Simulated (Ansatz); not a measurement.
Runs of Ansatz 0.2.0 on Co. The cell holds a sheet with vacuum, 1 atom: a = 2.347 Å, b = 2.347 Å, c = 23.800 Å, α = 90.00°, β = 90.00°, γ = 120.00°. The cell was built by a generator and needn't be a form met in nature.

| task | level | cutoff (eV) | basis error allowed | gap on the mesh (eV) | moment (μB) | work function (eV) |
| --- | --- | --- | --- | --- | --- | --- |
| projected density of states | PBE | 327 | 0.002 eV/atom | - | 1.72 | 5.19 |
| work function | PBE | 327 | 0.002 eV/atom | none | 1.72 | 5.19 |
| single point | PBE | 353 | 0.001 eV/atom | none | 1.72 | - |
| work function | PBEsol | 327 | 0.002 eV/atom | none | 1.72 | 5.32 |
| work function | LDA | 327 | 0.002 eV/atom | none | (a) | 5.55 |

Alike in all rows: potentials or basis all-electron LAPW, scalar-relativistic; spin collinear, ferromagnetic start; cell as given; k mesh 13 × 13 × 1; smearing fermi-dirac 0.05 eV.

Question: Fill in the values left out.

Answer: (a) 1.70.

A gap of «none» marks a metal or a gap under the smearing width.
